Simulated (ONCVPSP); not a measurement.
# An ONCV potential for Zn, from input to tests

Do these settings give a usable potential? It is generated, then checked for transferability, scattering, ghosts and hardness.

The numbers are computed with ONCVPSP 4.0.1.1 (patched build) (PBE, scalar-relativistic, spin-unpolarised reference atom).

**1. The atom and the settings**

Typed settings, in words:

| Property | Result |
| --- | --- |
| element | zinc (Zn, Z = 30) |
| type | optimised norm-conserving Vanderbilt (ONCV) |
| frozen core | [Ne] 3s2 |
| valence charge | 18 |
| reference configuration | 3p6 3d10 4s2 |
| partial waves | 4s: rc 1.80 bohr, ncon 4, nbas 8, qcut 4 1/bohr, 2 projectors, debl 1.2 Ha; 3p: rc 0.40 bohr, ncon 4, nbas 9, qcut 22.5 1/bohr, 2 projectors, debl 3.4 Ha; 3d: rc 1.45 bohr, ncon 4, nbas 9, qcut 8.5 1/bohr, 2 projectors, debl 2 Ha |
| local potential | polynomial inside 0.35 bohr (lpopt 5, dvloc0 2 Ha) |
| core correction | polynomial model core, fcfact 0.55 |

An earlier all-electron run gives the scale for the radii.

All-electron outer shells of the reference configuration (PBE, scalar-relativistic, ld1.x):

```json
{"shell": "3s", "level (eV)": "-129.23", "outermost node (bohr)": "0.28", "outermost maximum (bohr)": "0.59"}
{"shell": "3p", "level (eV)": "-83.40", "outermost node (bohr)": "0.25", "outermost maximum (bohr)": "0.59"}
{"shell": "3d", "level (eV)": "-10.14", "outermost node (bohr)": "–", "outermost maximum (bohr)": "0.57"}
{"shell": "4s", "level (eV)": "-5.98", "outermost node (bohr)": "0.85", "outermost maximum (bohr)": "2.09"}
{"shell": "4p", "level (eV)": "-1.12", "outermost node (bohr)": "0.92", "outermost maximum (bohr)": "3.08"}
```

**2. Generation**

The input, Zn.dat:

```
# ATOM AND REFERENCE CONFIGURATION
# atsym  z   nc   nv     iexc    psfile
  Zn 30.00    4    3        4      upf
#
#   n    l    f
    1    0    2.00
    2    0    2.00
    2    1    6.00
    3    0    2.00
    3    1    6.00
    3    2   10.00
    4    0    2.00
#
# PSEUDOPOTENTIAL AND OPTIMIZATION
# lmax
    2
#
#   l,   rc,      ep,       ncon, nbas, qcut
    0    1.80    0.00    4    8    4.00
    1    0.40    0.00    4    9   22.50
    2    1.45    0.00    4    9    8.50
#
# LOCAL POTENTIAL
# lloc, lpopt,  rc(5),   dvloc0
    4    5    0.35    2.00
#
# VANDERBILT-KLEINMAN-BYLANDER PROJECTORs
# l, nproj, debl
    0    2    1.20
    1    2    3.40
    2    2    2.00
#
# MODEL CORE CHARGE
# icmod, fcfact, rcfact
    1    0.55    0.00
#
# LOG DERIVATIVE ANALYSIS
# epsh1, epsh2, depsh
   -5.00    5.00    0.04
#
# OUTPUT GRID
# rlmax, drl
    6.00    0.01
#
# TEST CONFIGURATIONS
# ncnf
    4
# nvcnf
#   n    l    f
    3
    3    1    6.00
    3    2   10.00
    4    0    1.00
#
    3
    3    1    6.00
    3    2   10.00
    4    0    0.00
#
    3
    3    1    6.00
    3    2    9.00
    4    0    0.00
#
    4
    3    1    6.00
    3    2    9.00
    4    0    2.00
    4    1    1.00
#
```

Command:

```bash
$ oncvpsp.x < Zn.dat > Zn.out
```

What does the calculation give? Wanted: cutoffs for 1 and 0.1 mHa per electron, occupied waves; bound ghosts; GHOST(+) flags; largest miss of a reference level; largest test error; largest phase difference near zero energy, channels read; rms error of d²Exc/dn², without and with the model core.

**Answer**, as computed:

```
                                                quantity                                  value
  cutoffs for 1 and 0.1 mHa per electron, occupied waves                    1728 Ha and 2538 Ha
                                            bound ghosts      s at -1027.93 eV, p at -928.54 eV
                                          GHOST(+) flags  s at 24 eV, p at 36991 eV, d at 77 eV
                       largest miss of a reference level                            35 meV (3p)
                            largest test error (AE − PS)          +113 meV, for 3p6 3d9 4s2 4p1
largest phase difference near zero energy, channels read                              0.003 rad
 rms error of d²Exc/dn², without and with the model core                      3.54 and 1.22 mHa
```

A bound ghost (s, p) makes it unfit for use: electrons can fall into a state that the atom doesn't have. Already in the reference configuration the 3p level is off by 35 meV. The worst unpolarised test, 3p6 3d9 4s2 4p1, is off by 113 meV on 12.2 eV; by total energies transferability rates as poor. It counts as very hard, with 1728 Ha needed at the looser tolerance. At the looser tolerance the 3p wave is the slowest; 3d needs 52 Ha. Near zero energy the phases of the channels with partial waves agree within 0.003 rad. The program also flags highly localised states, GHOST(+) (s, p, d). All of this concerns the isolated atom, not yet a solid.
